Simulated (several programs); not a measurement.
**Many methods on one cell: Ge2TeS (ordering on rocksalt)**

Ge2TeS, ordered on the rocksalt lattice (R-3m) with 4 atoms a cell, relaxed with r2SCAN in Ansatz, was computed with several methods. The symmetry is R-3m (No. 166, trigonal); conventional cell a = 4.037 Å, c = 19.597 Å, 23.05 Å³ an atom. S has 6 Ge at 2.75 Å; Te has 6 Ge at 2.95 Å; Ge has 3 S at 2.75 Å and 3 Te at 2.95 Å. The calculation is spin-unpolarised, and the structure need not be a phase that has been made.

```cif
data_structure
_symmetry_space_group_name_H-M 'R-3m:H'
_symmetry_Int_Tables_number 166
_cell_length_a 4.0374
_cell_length_b 4.0374
_cell_length_c 19.5974
_cell_angle_alpha 90.000
_cell_angle_beta 90.000
_cell_angle_gamma 120.000
_cell_volume 276.65
loop_
_atom_site_label
_atom_site_type_symbol
_atom_site_symmetry_multiplicity
_atom_site_Wyckoff_symbol
_atom_site_fract_x
_atom_site_fract_y
_atom_site_fract_z
_atom_site_occupancy
S1 S 3 a 0.00000 0.00000 0.00000 1
Te1 Te 3 b 0.66667 0.33333 0.83333 1
Ge1 Ge 6 c 0.33333 0.66667 0.92533 1
```

Gaps and times are for a single point on this cell; volume and bulk modulus come from each method's own relaxation or energy curve at fixed shape, which is too stiff where a cell has free coordinates or axes. Times are rough, from shared hosts (Arm Neoverse V1; Intel Xeon Processor @ 2.70GHz), and each method has its own mesh and cell size. A double dagger marks a value from a curve with shape and coordinates held. A star marks a curve whose lowest point is an end point. PM6 (MOPAC), PM7 (MOPAC), GFN1-xTB (tblite), GFN2-xTB (tblite) treat a cluster of cells at its zone centre, which samples few k points: where these miss a band edge, the gap comes out too large for that reason alone. Gaps from k meshes are read at a limited set of points (mesh, symmetry points, PBE's band edges), so each method's own least gap may be somewhat smaller. xTB and the PM methods were fitted mostly to molecules, and can miss a solid's gap by electronvolts. Minimal bases can be far off for gaps. Times of the plane-wave ladder aren't listed, since it ran on unlike processors and cards. Curves at held shape can't give the bulk modulus of a layered or molecular crystal, so none is listed. GLLB-SC's gap includes the derivative discontinuity. G0W0 is at finite bands, cutoff and mesh. d marks a direct gap, i an indirect one (no mark: not told apart), a dash a value that wasn't computed or didn't pass its checks.

```json
{"method": "light PBE (260 eV and a coarse mesh)", "kind": "light plane-wave", "gap (eV)": "0.22 d", "own volume (Å³/atom)": "–", "bulk modulus (GPa)": "–", "atoms computed": "4", "processor time": "2 s"}
{"method": "PBE/single zeta (GPAW)", "kind": "small basis", "gap (eV)": "0.28 d", "own volume (Å³/atom)": "–", "bulk modulus (GPa)": "–", "atoms computed": "4", "processor time": "9.1 s"}
{"method": "PM6 (MOPAC)", "kind": "semi-empirical", "gap (eV)": "3.20", "own volume (Å³/atom)": "–", "bulk modulus (GPa)": "–", "atoms computed": "cluster", "processor time": "11 s"}
{"method": "PBE", "kind": "semilocal", "gap (eV)": "0.22 d", "own volume (Å³/atom)": "23.47", "bulk modulus (GPa)": "–", "atoms computed": "4", "processor time": "–"}
{"method": "GFN1-xTB (tblite)", "kind": "tight binding", "gap (eV)": "0", "own volume (Å³/atom)": "20.95*‡", "bulk modulus (GPa)": "–", "atoms computed": "cluster", "processor time": "14 s"}
{"method": "PBE/SZV (CP2K)", "kind": "small basis", "gap (eV)": "0.22 i", "own volume (Å³/atom)": "23.90‡", "bulk modulus (GPa)": "–", "atoms computed": "4", "processor time": "15 s"}
{"method": "PM7 (MOPAC)", "kind": "semi-empirical", "gap (eV)": "5.71", "own volume (Å³/atom)": "–", "bulk modulus (GPa)": "–", "atoms computed": "cluster", "processor time": "16 s"}
{"method": "PBE/DZVP (CP2K)", "kind": "small basis", "gap (eV)": "0.22 d", "own volume (Å³/atom)": "23.80‡", "bulk modulus (GPa)": "–", "atoms computed": "4", "processor time": "24 s"}
{"method": "GFN2-xTB (tblite)", "kind": "tight binding", "gap (eV)": "0", "own volume (Å³/atom)": "–", "bulk modulus (GPa)": "–", "atoms computed": "cluster", "processor time": "27 s"}
{"method": "r2SCAN", "kind": "semilocal", "gap (eV)": "0.28 d", "own volume (Å³/atom)": "23.05", "bulk modulus (GPa)": "–", "atoms computed": "4", "processor time": "–"}
{"method": "GLLB-SC (GPAW)", "kind": "model potential", "gap (eV)": "0.53", "own volume (Å³/atom)": "–", "bulk modulus (GPa)": "–", "atoms computed": "4", "processor time": "80 s"}
{"method": "PBE+SOC", "kind": "semilocal", "gap (eV)": "0.17 i", "own volume (Å³/atom)": "–", "bulk modulus (GPa)": "–", "atoms computed": "4", "processor time": "–"}
{"method": "G0W0@r2SCAN (140 eV screening cutoff)", "kind": "many-body", "gap (eV)": "0.35", "own volume (Å³/atom)": "–", "bulk modulus (GPa)": "–", "atoms computed": "4", "processor time": "–"}
{"method": "G0W0@PBE (210 eV screening cutoff)", "kind": "many-body", "gap (eV)": "0.34", "own volume (Å³/atom)": "–", "bulk modulus (GPa)": "–", "atoms computed": "4", "processor time": "–"}
```

Against r2SCAN (0.28 eV) and with closed or daggered gaps left aside, the nearest gap at the points sampled is that of PBE/single zeta (GPAW) (0.00 eV) and the farthest that of PM7 (MOPAC) (+5.43 eV). r2SCAN is only a yardstick of convenience: semilocal gaps usually lie below measured ones, which GLLB-SC and hybrids aim to mend.

Volumes against r2SCAN's: PBE +1.8 %.

Only the rows marked +SOC include spin-orbit coupling.
